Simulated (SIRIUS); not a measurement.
Set up this calculation in SIRIUS 7.12.0, as an ASE script.

| Item | Value |
| --- | --- |
| Task | relaxation of the atoms |
| Functional | PBE |
| Potentials or basis | all-electron FP-LAPW |
| Cutoff | 182 eV |
| Basis | apw+lo standard |
| k mesh | 5 × 5 × 5 |
| Occupations | fermi-dirac, width 0.05 eV |
| Spin | no spin polarisation |
| Muffin tin radii | Bi 2.46, Te 2.36 bohr |
| Basis cutoff (gk_cutoff) | 3.66 1/bohr |
| Cutoff of density and potential (pw_cutoff) | 20 1/bohr |
| lmax of the basis | 11 |
| lmax of density and potential | 8 |
| Valence relativity | iora |
| Core states | Bi 1s2s2p3s3p3d4s4p4d, Te 1s2s2p3s3p3d |
| Optimizer | BFGS |
| Max steps | 20 |
| Fmax | 0.03 eV/Å |

BiTe:

```
Bi Te
1.0
     0.00000    3.23500    3.23500
     3.23500    0.00000    3.23500
     3.23500    3.23500    0.00000
Bi Te
1 1
Direct
  0.98294 0.99120 0.02381
  0.49611 0.49225 0.50219
```

The cell isn't the ideal one: atoms moved at random.

These files were run (other wordings do the same):

run.py

```python
import json, subprocess
import numpy as np
from ase.io import read
from ase.units import Bohr, Hartree
from ase.calculators.calculator import Calculator, all_changes, SCFError
from ase.optimize import BFGS

class Sirius(Calculator):
    """Writes sirius.json, runs sirius.scf and reads output.json. Species files lie in the folder."""
    implemented_properties = ["energy", "free_energy", "forces", "magmom", "magmoms"]

    def __init__(self, settings, start):
        super().__init__()
        self.settings, self.start, self.warm = settings, start, False

    def run(self, atoms, settings, task):
        symbols = atoms.get_chemical_symbols()
        types = sorted(set(symbols))
        spin = settings["parameters"]["num_mag_dims"] > 0
        rows = {t: [] for t in types}
        for s, x, m in zip(symbols, atoms.get_scaled_positions(wrap=False), atoms.get_initial_magnetic_moments()):
            rows[s].append(list(x) + ([0, 0, m] if spin else []))
        cell = dict(lattice_vectors=(atoms.cell[:] / Bohr).tolist(), atom_types=types,
                    atom_files={t: t + ".json" for t in types}, atoms=rows)
        with open("sirius.json", "w") as f:
            json.dump(dict(settings, unit_cell=cell), f, indent=1)
        with open("sirius.log", "a") as log:
            subprocess.run(["sirius.scf", "--input=sirius.json", "--output=output.json", f"--task={task}"],
                           stdout=log, stderr=log, check=True)
        with open("output.json") as f:
            return json.load(f)["ground_state"], np.argsort(np.argsort(symbols, kind="stable"))

    def calculate(self, atoms=None, properties=["energy"], system_changes=all_changes):
        super().calculate(atoms, properties, system_changes)
        if not self.warm or "cell" in system_changes:
            loose = dict(self.settings, parameters={**self.settings["parameters"], **self.start})
            self.run(atoms, loose, task=0)  # loose LDA density as the start
            self.warm = True
        gs, order = self.run(atoms, self.settings, task=1)
        if not gs["converged"]:
            raise SCFError("SIRIUS did not converge")
        e = gs["energy"]
        free = e["free"] * Hartree  # E - TS, whose slope the forces are
        self.results = dict(energy=free, free_energy=free,
                            forces=np.array(gs["forces"])[order] * Hartree / Bohr)
        if "magnetisation" in gs:
            self.results["magmom"] = gs["magnetisation"]["total"][2]
            self.results["magmoms"] = np.array(gs["magnetisation"]["atoms"])[order, 2]
        self.gap, self.fermi = gs["band_gap"] * Hartree, gs["efermi"] * Hartree

settings = {'control': {'processing_unit': 'cpu',
             'std_evp_solver_name': 'lapack',
             'gen_evp_solver_name': 'lapack',
             'verbosity': 1,
             'print_forces': True,
             'ortho_rf': True,
             'use_second_variation': True,
             'rmt_max': 3.0},
 'parameters': {'electronic_structure_method': 'full_potential_lapwlo',
                'xc_functionals': ['XC_GGA_X_PBE', 'XC_GGA_C_PBE'],
                'core_relativity': 'dirac',
                'valence_relativity': 'iora',
                'num_fv_states': 38,
                'smearing': 'fermi_dirac',
                'smearing_width': 0.0018374661,
                'pw_cutoff': 20,
                'gk_cutoff': 3.66,
                'lmax_apw': 11,
                'lmax_rho': 8,
                'lmax_pot': 8,
                'num_mag_dims': 0,
                'auto_rmt': 0,
                'ngridk': [5, 5, 5],
                'shiftk': [0, 0, 0],
                'num_dft_iter': 80,
                'energy_tol': 1e-07,
                'density_tol': 1e-05,
                'use_symmetry': True},
 'settings': {'tol_ne': 1e-10},
 'iterative_solver': {'type': 'exact'},
 'mixer': {'type': 'anderson', 'beta': 0.5, 'max_history': 8}}
start = {'xc_functionals': ['XC_LDA_X', 'XC_LDA_C_PW'],
 'ngridk': [2, 2, 2],
 'gk_cutoff': 2.93,
 'smearing': 'fermi_dirac',
 'smearing_width': 0.0055,
 'energy_tol': 0.01,
 'density_tol': 0.05,
 'num_dft_iter': 30}

from ase import Atoms
atoms = Atoms(['Bi', 'Te'],
              cell=[[0.0, 3.235, 3.235], [3.235, 0.0, 3.235], [3.235, 3.235, 0.0]],
              scaled_positions=[[-0.017056, -0.008804, 0.023815], [0.496114, 0.492255, 0.502187]], pbc=True)
sirius = Sirius(settings, start)
atoms.calc = sirius

opt = BFGS(atoms, trajectory="relax.traj")
done = opt.run(fmax=0.03, steps=20)
print("converged", done)
print("scaled positions")
print(atoms.get_scaled_positions())
print("gap", sirius.gap, "eV")
result = dict(done=bool(done), free_energy=atoms.get_potential_energy(), forces=atoms.get_forces().tolist())
result.update(gap=sirius.gap, fermi=sirius.fermi, **{k: np.array(v).tolist() for k, v in sirius.results.items() if "mag" in k})
with open("result.json", "w") as f:
    json.dump(result, f)
```

Potentials or basis: all-electron FP-LAPW, apw+lo standard.

Launch:

```sh
$ OMP_NUM_THREADS=1 python run.py
```

It gave:

| Item | Value |
| --- | --- |
| Energy gained by relaxing | 6.2 meV/atom |
| Ionic steps | 3 |
| Band gap on the k mesh | none (metal or under the smearing width) |

Caveat: spin-orbit coupling is left out, which moves the levels of the heavy elements.

Run time: 8.3 min on 1 thread of AMD EPYC 7R43 64-Core Processor (Zen 3) (shared host), peak memory 0.83 GiB.
